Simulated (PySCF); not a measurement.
# [Pb(SH)3]+: other functionals and bases at one geometry

An exercise on one series of results from a longer session: the logs are not shown, and one member is left open.

Program: PySCF 2.14.0. Level of theory: several levels, as the steps say, no spin–orbit coupling. These are calculated values, not measurements.

1 further run of the same task is left out (for a known fault of the program).

## Starting geometry

7 atoms, charge 1, spin multiplicity 1.

Bond lengths: Pb1–S2 2.444 Å, Pb1–S4 2.444 Å, Pb1–S6 2.444 Å, S2–H3 1.357 Å, S4–H5 1.357 Å, S6–H7 1.357 Å. Angles: S2–Pb1–S4 120.0°, S2–Pb1–S6 120.0°, S4–Pb1–S6 120.0°, Pb1–S2–H3 93.1°, Pb1–S4–H5 93.1°, Pb1–S6–H7 93.1°.

Coordinates:

```xyz
7
H3PbS3
Pb    0.0000    0.0000    0.4878
S     2.3865    0.5263    0.4860
H     2.7506   -0.7811    0.4870
S    -1.6490    1.8036    0.4860
H    -0.6989    2.7726    0.4870
S    -0.7375   -2.3299    0.4860
H    -2.0517   -1.9915    0.4870
```

Formal oxidation states: Pb +4. An earlier session relaxed this geometry at PBE0, Pb def2-SVP with ECP60, S def2-SVP, H def2-SVP (singlet, point group C3h).

At PBE0 on the finer grid: E = -1388.220911 Eh, HOMO -12.70 eV, LUMO -8.75 eV, Mulliken charge on Pb1 +0.73 e, largest force component 0.006 eV/Å. 

Levels to run: r2SCAN; wB97X; PBE0, TZVP. Hardware: 2 threads of Arm Neoverse V1, shared host.

The first run:

The input, run.py (the lines that set the calculation):

```python
mol = gto.M(atom='''
Pb     0.00000     0.00000     0.48779
S      2.38651     0.52627     0.48604
H      2.75059    -0.78108     0.48700
S     -1.64902     1.80364     0.48604
H     -0.69886     2.77262     0.48700
S     -0.73749    -2.32991     0.48604
H     -2.05173    -1.99154     0.48700''',
    basis={'Pb': 'def2-SVP', 'S': 'def2-SVP', 'H': 'def2-SVP'},
    ecp={'Pb': 'def2-SVP'},
    charge=1, spin=0)
mf = dft.RKS(mol, xc='R2SCAN')
mf.grids.atom_grid = (75, 302)
mf = mf.density_fit()  # fitting sets: Pb def2-universal-JKFIT, S def2-universal-JKFIT, H def2-universal-JKFIT
mf.conv_tol = 1e-08; mf.max_cycle = 55
mf.kernel(dm0)  # dm0: the density of the relaxed state
```

Run with:

```
$ OMP_NUM_THREADS=2 python run.py
```

Steps of the session up to this table: r2SCAN; wB97X; PBE0, TZVP.

One of the session's tables, all rows but one given; the rest of the session is left out.

| level | HOMO (eV) | gap (eV) | charge on Pb1 (e) | largest force component (eV/Å) |
| --- | --- | --- | --- | --- |
| PBE0 (relaxed here) | -12.70 | 3.95 | 0.73 | 0.01 |
| r2SCAN | ? | ? | ? | ? |
| wB97X | -15.06 | 8.18 | 0.75 | 0.35 |
| PBE0, TZVP | -12.69 | 3.99 | 0.84 | 0.40 |

Q: Estimate the row for r2SCAN from the others.

**Answer.** HOMO (eV): -11.80; gap (eV): 2.33; charge on Pb1 (e): 0.74; largest force component (eV/Å): 0.19. In the column «HOMO (eV)» it is the highest.

In one basis the HOMO–LUMO gap runs from 2.33 eV (r2SCAN) to 8.18 eV (wB97X). The largest leftover force, 0.40 eV/Å with PBE0, TZVP, stands at a geometry relaxed at another level. Total energies of different levels can't be compared.
